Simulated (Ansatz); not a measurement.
# Zn2S: the cost of one run

Program: Ansatz 0.2.0. Level of theory: DFT PBE, scalar-relativistic, plane waves, PAW. These are calculated values, not measurements.

## Step 1: The starting structure

The structure is cubic, space group Fd-3m (No. 227). The conventional cell has a = 7.340 Å, b = 7.340 Å, c = 7.340 Å, α = 90.00°, β = 90.00°, γ = 90.00°. Zn (site symmetry -3m) has 6 Zn at 2.60 Å and 6 S at 3.04 Å in its first shell of neighbours. S (site symmetry -43m) has 12 Zn at 3.04 Å in its first shell of neighbours.

As a file:

```
Zn S
1.0
     0.00000    3.67000    3.67000
     3.67000    0.00000    3.67000
     3.67000    3.67000    0.00000
Zn S
4 2
Direct
  0.62500 0.62500 0.62500
  0.12500 0.62500 0.62500
  0.62500 0.62500 0.12500
  0.62500 0.12500 0.62500
  0.00000 0.00000 0.00000
  0.25000 0.25000 0.25000
```

It is the end of an earlier relaxation with the same method, from a database cell with other species swapped in; it needn't be the stable form of this composition. At a tolerance of 0.05 Å it has space group Fd-3m (No. 227); it has 16.48 Å³/atom, an uncorrected energy of +0.25 eV/atom over the elements.

## Step 2: Electronic structure at the relaxed geometry

Input file input.yaml:

```yaml
crystal:
  lattice:
    - [0.0, 3.6700018356, 3.6700018356]
    - [3.6700018356, 0.0, 3.6700018356]
    - [3.6700018356, 3.6700018356, 0.0]
  atoms:
    - { symbol: Zn, position: [0.625, 0.625, 0.625] }
    - { symbol: Zn, position: [0.125, 0.625, 0.625] }
    - { symbol: Zn, position: [0.625, 0.625, 0.125] }
    - { symbol: Zn, position: [0.625, 0.125, 0.625] }
    - { symbol: S, position: [0.0, 0.0, 0.0] }
    - { symbol: S, position: [0.25, 0.25, 0.25] }
basis:
  ecutwfc: 420
kpoints:
  mp_grid: { grid: [10, 10, 10] }
  band_path:
    path:
      - [[0.0, 0.0, 0.0], [0.5, 0.0, 0.5], [0.625, 0.25, 0.625]]
      - [[0.375, 0.375, 0.75], [0.0, 0.0, 0.0], [0.5, 0.5, 0.5], [0.5, 0.25, 0.75], [0.5, 0.0, 0.5]]
    npoints: 14
hamiltonian:
  xc: pbe
scf:
  occupations: { method: gaussian, width: 0.1 }
  n_extra_bands: 15
output:
  forces: true
  stress: true
  eigenvalues: true
  populations: true
  dos: { projected: true, de: 0.02, nscf_kmesh: { grid: [12, 12, 12] } }
  bader: true
```

Run with:

```console
$ ansatz run input.yaml --threads 1 --pin off --max-ram 2560MiB --backend cpu --events-out ev --progress --plain --runs-dir out
```

Q: Estimate wall time and peak memory on 1 thread of Intel Xeon 6975P-C (Granite Rapids), shared host.

About 44 s, with a peak of 0.57 GiB.
